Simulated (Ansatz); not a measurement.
# La2O: the cost of one run

Computed with Ansatz 0.2.0 (DFT PBE, scalar-relativistic, plane waves, PAW, unless a step's input says otherwise).

### 1 The starting structure

It takes space group Fm-3m (No. 225, cubic). Conventional cell: a = 6.127 Å, b = 6.127 Å, c = 6.127 Å, α = 90.00°, β = 90.00°, γ = 90.00°. Around La (site symmetry -43m) lie 4 O at 2.65 Å. O (site symmetry m-3m) is surrounded by 8 La at 2.65 Å.

As a file:

```xyz
3
Lattice="0.0000 3.0634 3.0634 3.0634 0.0000 3.0634 3.0634 3.0634 0.0000" Properties=species:S:1:pos:R:3 pbc="T T T"
La    1.5317    1.5317    1.5317
La    4.5951    4.5951    4.5951
O     0.0000    0.0000    0.0000
```

A structure generator made this guess: species swapped into a database cell of TbO2 (Fm-3m, No. 225), with O on the Tb sites and La on the O sites. Lengths come from tabulated atomic sizes and are only a guess.

### 2 A first look at the guess

input.yaml

```yaml
crystal:
  lattice:
    - [0.0, 3.06336966, 3.06336966]
    - [3.06336966, 0.0, 3.06336966]
    - [3.06336966, 3.06336966, 0.0]
  atoms:
    - { symbol: La, position: [0.25, 0.25, 0.25] }
    - { symbol: La, position: [0.75, 0.75, 0.75] }
    - { symbol: O, position: [0.0, 0.0, 0.0] }
basis:
  ecutwfc: 420
kpoints:
  mp_grid: { grid: [6, 6, 6] }
hamiltonian:
  xc: pbe
scf:
  occupations: { method: gaussian, width: 0.1 }
  lower_state_search: "off"
output:
  forces: true
  stress: true
  eigenvalues: true
```

The run is started by

```console
> ansatz run input.yaml --threads 1 --pin off --max-ram 2560MiB --backend cpu --events-out ev --progress --plain --runs-dir out
```

**Question.** How long does this run take on 1 thread of Arm Neoverse N1, shared host, and how much memory does it need?

About 2.8 s, with a peak of 0.31 GiB.
